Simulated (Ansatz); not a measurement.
# CHBrF2: the cost of one run

Program: the Python package of Ansatz 0.2.0. Level of theory: PBE0/def2-SVP. These are calculated values, not measurements.

### Step 1. Starting point

Bond lengths: F1–C2 1.389 Å, C2–F3 1.348 Å, C2–Br4 1.861 Å, C2–H5 1.090 Å. Angles: F1–C2–F3 105.8°, F1–C2–Br4 113.8°, F1–C2–H5 110.3°, F3–C2–Br4 109.1°, F3–C2–H5 109.4°, Br4–C2–H5 108.3°.

No structure file is read: the coordinates are typed or built in the script.

### Step 2. The script

scan.py reads:

```python
'''Stretching a bond of CHBrF2, the rest held rigid.'''

import ansatz as az
import numpy as np

GEOMETRY = '''
F     0.21640   -0.67210    1.22760
C     0.11620    0.02010    0.02770
F     0.69500   -0.76820   -0.90000
Br   -1.63520    0.38200   -0.48580
H     0.65760    0.96460    0.08920
'''

molecule = az.Crystal.molecule()
for line in GEOMETRY.strip().splitlines():
    symbol, *xyz = line.split()
    molecule = molecule.atom(symbol, [float(v) for v in xyz])

symbols = [site.symbol for site in molecule.cartesian_sites]
start = np.array([site.position_ang for site in molecule.cartesian_sites])
axis = (start[4] - start[1]) / np.linalg.norm(start[4] - start[1])
moving = [4]
lengths, energies = [0.96, 1.003, 1.047, 1.09, 1.134, 1.178, 1.221, 1.287], []
for length in lengths:
    xyz = start.copy()
    xyz[moving] += (length - np.linalg.norm(start[4] - start[1])) * axis
    point = az.Crystal.molecule()
    for symbol, place in zip(symbols, xyz):
        point = point.atom(symbol, place.tolist())
    setup = point.calculation().basis(gaussian='def2-SVP').functional('pbe0')
    rep = setup.run(threads=1, backend='cpu').report
    energies.append(rep['free_energy_ev'])
    print(f'r = {length:6.3f} A  E = {energies[-1]:.5f} eV  <S^2> = {abs(rep["mean_field"]["state"]["spin_squared"]):.3f}')

# quartic fit about the minimum
fit = np.polynomial.Polynomial.fit(lengths, np.array(energies) - min(energies), 4).convert()
roots = [r.real for r in fit.deriv().roots() if abs(r.imag) < 1e-9 and fit.deriv(2)(r.real) > 0]
r_e = min(roots, key=lambda r: abs(r - lengths[int(np.argmin(energies))]))
print(f'minimum of the fit at {r_e:.4f} A, force constant {fit.deriv(2)(r_e):.2f} eV/A^2')
```

### Step 3. What the engine is handed

The package turns the script's settings into the engine's input (first run):

```yaml
crystal:
  periodic: [false, false, false]
  atoms:
    - { symbol: F, position_ang: [0.2164, -0.6721, 1.2276] }
    - { symbol: C, position_ang: [0.1162, 0.0201, 0.0277] }
    - { symbol: F, position_ang: [0.695, -0.7682, -0.9] }
    - { symbol: Br, position_ang: [-1.6352, 0.382, -0.4858] }
    - { symbol: H, position_ang: [0.5928535768135533, 0.8516465520879223, 0.0818451698818499] }
basis:
  gaussian:
    orbitals: def2-SVP
hamiltonian:
  xc: pbe0
```

### Step 4. Launch

The run is started by

```console
$ python scan.py
```

Q: Estimate wall time and peak memory on 1 thread of Arm Neoverse V1, shared host.

About 17 s, with a peak of 0.22 GiB.
